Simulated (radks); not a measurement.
# Kr⁴⁺ in [Ar] 3d9.75 4s2 4p2 4f0.25: an all-electron calculation

An exercise on one series of results from a longer session: the logs are not shown, and one member is left open.

Method: Dirac Kohn-Sham, PBE, spin-unpolarised, spherical densities, finite nucleus; open shells fill j = l - 1/2 first. Code: radks (a radial shooting solver on a logarithmic mesh, Libxc functionals) version 1.

### Starting point

| Property | Result |
| --- | --- |
| element | krypton (Z = 36) |
| charge | +4 |
| electrons | 32 |
| configuration | [Ar] 3d9.75 4s2 4p2 4f0.25 |
| nuclear rms radius | 4.1884 fm |

The first run:

Settings of this run:

```text
Z 36
configuration [Ar] 3d9.75 4s2 4p2 4f0.25 5s0 4d0
relativity Dirac
functional pbe,pbe
spin unpolarised
j_filling energy
nucleus finite rms 4.1884 fm
c 137.035999084
```

Steps of the session up to this table: Self-consistent calculation.

One of the session's tables, all rows but one given; the rest of the session is left out.

It belongs to the step «Orbitals and density». Sizes of the orbitals, from the radial functions (bohr):

```
level      <r>  outermost maximum (interpolated)  90 % within  nodes
1s1/2  0.04149                            0.0271       0.0742      0
2s1/2   0.1832                             0.154        0.284      1
2p1/2   0.1573                             0.121        0.257      0
2p3/2   0.1613                             0.124        0.263      0
3s1/2   0.5284                             0.466        0.785      2
3p1/2   0.5309                             0.457        0.809      1
3p3/2   0.5412                             0.465        0.824      1
3d3/2   0.5456                             0.408        0.890      0
3d5/2   0.5493                             0.410        0.896      0
4s1/2        ?                                 ?            ?      ?
4p1/2    1.561                              1.39         2.29      2
4p3/2    1.584                              1.41         2.32      2
4d3/2    2.058                              1.78         3.08      1
4d5/2    2.066                              1.78         3.09      1
5s1/2    3.070                              2.93         4.34      4
4f5/2    3.294                              2.87         4.94      0
4f7/2    3.295                              2.87         4.94      0
```

Q: Estimate the row for 4s1/2 from the others.

**Answer.** <r>: 1.414; outermost maximum (interpolated): 1.27; 90 % within: 2.05; nodes: 3. In the column «<r>» it lies between 3d5/2 (0.5493) and 4p1/2 (1.561).
